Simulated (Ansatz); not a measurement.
# GaNH+ (quintet): wave-function methods side by side, cc-pVDZ

Aim: climb from Hartree-Fock through coupled cluster for GaNH+ (quintet) at one geometry and basis, and see what each rung misses.

The runs use Ansatz 0.2.0, Gaussian basis; cc-pVDZ, core rule «outside noble gas», up to 15 orbitals frozen.

To be run: UHF; CCSD(T) on ROHF; CCSD(T) on UHF; BCCD(T) on ROHF; CISD; CCSDT(Q) on ROHF; CCSDT(Q) on UHF.

25 further runs of the same task are left out: 1 for a mislabelled method, 6 for a known fault of the program, 6 that didn't finish, 12 set aside as unsound or not needed.

## Step 1: What is computed

The geometry is a PBE0/def2-TZVP stationary point (not a proven minimum) of the parent state, kept for this charge and spin. No spin-orbit coupling is included. The filled d shell of Ga may be among the frozen orbitals whatever the setting's name suggests; the logs give the count.

3 atoms, charge 1, spin multiplicity 5.

Atoms are counted from 1 here; the program's logs count them from 0.

Bond lengths: N1–Ga2 1.985 Å, Ga2–H3 1.616 Å. Angles: N1–Ga2–H3 112.7°.

## Step 2: UHF

The input, in.yaml:

```yaml
crystal:
  periodic: [false, false, false]
  atoms:
    - {symbol: N, position_ang: [0.000000, 0.093904, 1.661900]}
    - {symbol: Ga, position_ang: [0.000000, -0.039184, -0.318801]}
    - {symbol: H, position_ang: [0.000000, 1.405604, -1.041722]}
basis:
  gaussian: {orbitals: cc-pVDZ}
total_charge: 1
magnetization: {spin_polarized: true, initial_magnetization: 4}
hamiltonian: {xc: hf}
output: {orbitals: {seedname: orbitals}}
```

Started as:

```bash
$ ansatz run in.yaml --threads 1 --pin off --events-out ev --progress --plain --max-ram 2393MiB
```

After this run come: CCSD(T) on ROHF; CCSD(T) on UHF; BCCD(T) on ROHF; CISD; CCSDT(Q) on ROHF; CCSDT(Q) on UHF.

Before running them: what should the planned runs give, taken together? Wanted: UCCSDT(Q) below the RHF energy; RMP2 from UCCSDT(Q); UMP2 from UCCSDT(Q); RCCSD from UCCSDT(Q); RCCSD(T) from UCCSDT(Q); UCCSD(T) from UCCSDT(Q); RCCSDT(Q) from UCCSDT(Q); T1 diagnostic.

The runs gave:

| quantity | value |
| --- | --- |
| UCCSDT(Q) below the RHF energy | -3.9434 eV |
| RMP2 from UCCSDT(Q) | +976.9 meV |
| UMP2 from UCCSDT(Q) | +893.4 meV |
| RCCSD from UCCSDT(Q) | +105.2 meV |
| RCCSD(T) from UCCSDT(Q) | +35.9 meV |
| UCCSD(T) from UCCSDT(Q) | +21.7 meV |
| RCCSDT(Q) from UCCSDT(Q) | +12.3 meV |
| levels within 1 kcal/mol (43 meV) | RCCSD(T), UCCSD(T), BCCD(T), RCCSDT, UCCSDT, RCCSDT(Q) |
| T1 diagnostic | 0.046 |

In words: RCCSD(T) lands +35.9 meV from the yardstick (0.9 % of the correlation energy). These misses are within one basis, not against nature; the frozen cores of restricted and unrestricted runs differ, which can shift their rows.
